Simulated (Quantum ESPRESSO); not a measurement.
V, 1 atom in the cell. It takes space group I4/mmm (No. 139, tetragonal). The conventional cell has a = 2.959 Å, b = 2.959 Å, c = 2.988 Å, α = 90.00°, β = 90.00°, γ = 90.00°. Around V (site symmetry 4/mmm) lie 8 V at 2.57 Å. The cell was built by a generator and needn't be a form met in nature.

```yaml
Program: Quantum ESPRESSO 7.5
Task: single point
Functional: PBEsol
Potentials_or_basis: GBRV 1.5 PBEsol
Cutoff: 762 eV
Density_cutoff: 6123 eV
k_mesh: 32 × 32 × 32
Occupations: methfessel-paxton, width 0.2 eV
Spin: no spin polarisation
Mixing_beta: 0.5
Most_SCF_iterations: 120
SCF_threshold: 2e-10 Ry
Tstress: yes
Forc_conv_thr: 0.0001 Ry/bohr
```

Potentials or basis: GBRV 1.5 PBEsol.

The run is started by

```sh
$ OMP_NUM_THREADS=1 mpirun -n 4 pw.x -nk 4 -in pw.in > pw.out
```

Hardware: 4 MPI ranks on Intel(R) Xeon(R) 6975P-C (Granite Rapids) (shared host).

**Question.** Estimate the wall time of this run.

**Answer.** It took 34 s on 4 MPI ranks on Intel(R) Xeon(R) 6975P-C (Granite Rapids), with other jobs on the host, peak memory 0.52 GiB a rank. Counts: scf iterations 8, k pools 4, bands 12, k points 2393, g dense 14243.
